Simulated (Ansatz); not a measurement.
# B3AsN2: the band gap up the ladder of functionals

The task here is to estimate one member of a computed series from the others.

Code: Ansatz 0.2.0. PAW datasets, plane waves. Simulation only: spin-unpolarised, and no claim that this is the phase found in nature.

## Starting point

The cell was relaxed beforehand with r2SCAN.

Space group I-4m2 (No. 119), tetragonal; conventional cell a = 2.842 Å, c = 12.134 Å, 8.17 Å³ an atom. Around N lie 4 B at 1.66 Å; around B lie 4 N at 1.66 Å; around B lie 2 N at 1.66 Å and 2 As at 1.95 Å; around As lie 4 B at 1.95 Å.

The structure in full:

Space group I-4m2 (No. 119). a = 2.842 Å, b = 2.842 Å, c = 12.134 Å, α = 90.00°, β = 90.00°, γ = 90.00°
| atom | site | symmetry | x | y | z |
| --- | --- | --- | --- | --- | --- |
| N | 4e | 2mm. | 0.0000 | 0.0000 | 0.1801 |
| B | 2c | -4m2 | 0.0000 | 0.5000 | 0.2500 |
| B | 4f | 2mm. | 0.5000 | 0.0000 | 0.3903 |
| As | 2b | -4m2 | 0.5000 | 0.5000 | 0.0000 |

The first run:

input.yaml

```yaml
crystal:
  lattice:
    - [-1.421040518, 1.421040518, 6.0669856882]
    - [1.421040518, -1.421040518, 6.0669856882]
    - [1.421040518, 1.421040518, -6.0669856882]
  atoms:
    - { symbol: "N", position: [0.1800670328, 0.1800670328, 0.0] }
    - { symbol: B, position: [0.75, 0.25, 0.5] }
    - { symbol: "N", position: [0.8199329672, 0.8199329672, 0.0] }
    - { symbol: B, position: [0.3902944863, 0.8902944863, 0.5] }
    - { symbol: As, position: [0.5, 0.5, 0.0] }
    - { symbol: B, position: [0.1097055137, 0.6097055137, 0.5] }
kpoints:
  mp_grid: { grid: [12, 12, 12] }
  band_path:
    path:
      - [[0.0, 0.0, 0.0], [1.497899818408e-17, -1.497899818408e-17, 0.5], [0.25, 0.25, 0.25], [1.680666006203e-17, 0.5, -1.680666006203e-17], [0.0, 0.0, 0.0], [0.5, 0.5, -0.5], [0.2637153530067, 0.7362846469933, -0.2637153530067]]
      - [[-0.2637153530067, 0.2637153530067, 0.2637153530067], [0.0, 0.0, 0.0]]
      - [[1.497899818408e-17, -1.497899818408e-17, 0.5], [-0.02743070601342, 0.02743070601342, 0.5]]
      - [[0.5, 0.5, -0.02743070601342], [0.5, 0.5, -0.5]]
    npoints: 10
hamiltonian:
  xc: pbe
scf:
  occupations: { method: fermi_dirac, width: 0.02 }
  n_extra_bands: 5
output:
  forces: true
  stress: true
  eigenvalues: true
```

Started as:

```bash
> ansatz run input.yaml --threads 4 --pin off --max-ram 6451MiB --backend cpu --events-out ev --progress --plain --runs-dir out
```

Steps of the session up to this table: PBE band path; r2SCAN at the same geometry; HSE06; Single point with PBE+SOC; Single point with PBE0.

One of the session's tables, all rows but one given; the rest of the session is left out.

```
  level  gap (eV)
    PBE      0.88
 r2SCAN      1.19
  HSE06         ?
PBE+SOC      0.88
   PBE0      2.43
```

Estimate the missing values for HSE06.

The run gave: gap (eV): 1.70. In the column «gap (eV)» it lies between r2SCAN (1.19) and PBE0 (2.43).

Meshes: PBE 12×12×12, r2SCAN 12×12×12, HSE06 8×8×8, PBE+SOC 12×12×12, PBE0 8×8×8

PBE+SOC gives the least gap, 0.88 eV, and PBE0 the largest, 2.43 eV. PBE reaches 52 % of the HSE06 value, and r2SCAN 70 %. PBE0 lies 0.73 eV above HSE06, which differs from it by screening the long-range exchange.

Caveats from the session: Warnings in the runs' records: stress scf threshold loose, stress exchange threshold loose.
